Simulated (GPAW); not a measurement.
**Ta3AsAu2O13 in GPAW: the effect of functional**

Crystal: Ta3AsAu2O13.

```
CELL_PARAMETERS angstrom
5.45204 0.00000 0.00000
-2.72602 4.72161 0.00000
0.00000 0.00000 9.57902
ATOMIC_POSITIONS crystal
Ta 0.00000 0.00000 0.19408
Ta 0.00000 0.00000 0.80592
Ta 0.66667 0.33333 0.00000
As 0.00000 0.00000 0.50000
Au 0.33333 0.66667 0.27428
Au 0.33333 0.66667 0.72572
O 0.00000 0.00000 0.00000
O 0.23947 0.97129 0.36402
O 0.02871 0.26818 0.36402
O 0.73182 0.76053 0.36402
O 0.23947 0.97129 0.63598
O 0.02871 0.26818 0.63598
O 0.73182 0.76053 0.63598
O 0.38452 0.33425 0.85844
O 0.66575 0.05027 0.85844
O 0.94973 0.61548 0.85844
O 0.38452 0.33425 0.14156
O 0.66575 0.05027 0.14156
O 0.94973 0.61548 0.14156
```

The cell was built by a generator and needn't be a form met in nature.

Alike in all runs:

* Program: GPAW 26.7.0
* Task: band structure
* Cutoff: 800 eV
* Basis: pw
* k mesh: 4 × 4 × 2
* Occupations: fermi-dirac, width 0.05 eV
* Spin: no spin polarisation

Q: One run gave: pressure 4.6 GPa; largest force 0.51 eV/Å. Which functional did it use?
A. PW91
B. BLYP
C. revPBE
D. SCAN
E. r2SCAN

A: C.

```tsv
functional	potentials or basis	pressure (GPa)	largest force (eV/Å)
PW91	PAW data sets generated in the run's folder for this functional	0.5	0.28
SCAN	GPAW PAW data sets (gpaw-data 1.2.1)	-6.2	0.27
BLYP	PAW data sets generated in the run's folder for this functional	5.4	0.25
r2SCAN	GPAW PAW data sets (gpaw-data 1.2.1)	-4.8	0.29
AM05	PAW data sets generated in the run's folder for this functional	-4.4	0.31
revPBE	the program's PAW data sets (release 1.2.1) made for this functional	4.6	0.51
```

Caveats: with this Au data set, volumes or pressures lay over 1.5 % or 2 GPa off other programs in two to four cells of ten; the PAW data sets were made with another functional, which shifts forces and pressure a little (some runs).
